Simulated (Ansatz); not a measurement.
# Bi2CS3: one candidate of a structure search

The task: take a trial cell of Bi2CS3 to zero force and stress.

Program: Ansatz 0.2.0. Level of theory: DFT PBE, scalar-relativistic, plane waves, PAW. These are calculated values, not measurements.

2 further runs of the same task are left out: 1 that didn't finish, 1 set aside as unsound or not needed. Runs told in other sessions of the task aren't counted.

**1. The starting structure**

It takes space group Amm2 (No. 38, orthorhombic). Conventional cell: a = 3.998 Å, b = 8.699 Å, c = 8.699 Å, α = 90.00°, β = 90.00°, γ = 90.00°. Bi (site symmetry mm2) is surrounded by 5 S at 2.62 to 2.65 Å and 1 C at 2.65 Å. Around Bi (site symmetry mm2) lie 4 S at 2.62 to 2.65 Å and 2 C at 2.62 Å. Around C (site symmetry mm2) lie 3 Bi at 2.62 to 2.65 Å. S (site symmetry mm2) is surrounded by 3 Bi at 2.62 to 2.65 Å. S (site symmetry m) is surrounded by 3 Bi at 2.62 to 2.65 Å.

As a file:

```cif
data_structure
_symmetry_space_group_name_H-M 'P 1'
_symmetry_Int_Tables_number 1
_cell_length_a 3.9982
_cell_length_b 6.1511
_cell_length_c 6.1511
_cell_angle_alpha 90.000
_cell_angle_beta 90.000
_cell_angle_gamma 90.000
_cell_volume 151.27
loop_
_atom_site_label
_atom_site_type_symbol
_atom_site_fract_x
_atom_site_fract_y
_atom_site_fract_z
_atom_site_occupancy
Bi1 Bi 0.00000 0.00000 0.00000 1
Bi2 Bi 0.50000 0.50000 0.50000 1
C1 C 0.00000 0.30500 0.30500 1
S1 S 0.00000 0.69500 0.69500 1
S2 S 0.50000 0.80500 0.19500 1
S3 S 0.50000 0.19500 0.80500 1
```

Recipe of the guess: ordered mixture on the anion sites of rutile (Amm2, No. 38). The dimensions are guesses.

**2. A first look at the guess**

Contents of input.yaml:

```yaml
crystal:
  lattice:
    - [3.99818501, 0.0, 0.0]
    - [0.0, 4.3494519, 4.3494519]
    - [0.0, -4.3494519, 4.3494519]
  atoms:
    - { symbol: Bi, position: [0.0, 0.0, 0.0] }
    - { symbol: Bi, position: [0.5, 0.5, 0.5] }
    - { symbol: C, position: [0.0, 0.305, 0.305] }
    - { symbol: S, position: [0.0, 0.695, 0.695] }
    - { symbol: S, position: [0.5, 0.805, 0.195] }
    - { symbol: S, position: [0.5, 0.195, 0.805] }
basis:
  ecutwfc: 420
kpoints:
  mp_grid: { grid: [4, 4, 4] }
hamiltonian:
  xc: pbe
scf:
  occupations: { method: gaussian, width: 0.1 }
  lower_state_search: "off"
output:
  forces: true
  stress: true
  eigenvalues: true
```

Run with:

```
$ ansatz run input.yaml --threads 1 --pin off --max-ram 2560MiB --backend cpu --events-out ev --progress --plain --runs-dir out
```

The session goes on with these runs: coarse relaxation; full relaxation.

**Question.** What will these runs give? Wanted: conventional cell; volume; energy over the elements; gap on the mesh.

**Answer**, as computed:

| quantity | value |
| --- | --- |
| symmetry at the end (tolerance 0.05 Å) | space group Amm2 (No. 38) |
| conventional cell | a = 4.142 Å, b = 8.824 Å, c = 8.072 Å, α = 90.00°, β = 90.00°, γ = 90.00° |
| volume | 24.59 Å³/atom |
| energy over the elements | +0.84 eV/atom |
| gap on the mesh | none (metal) |

**Reading.** The space group Amm2 (No. 38) is kept, and the volume per atom shrinks by 2.5 % from the first guess. The formation energy is positive, so the separate elements lie lower. No finished test with a distortion of lower symmetry is shown, so the end may be a saddle point. Spin-orbit coupling is left out for Bi.
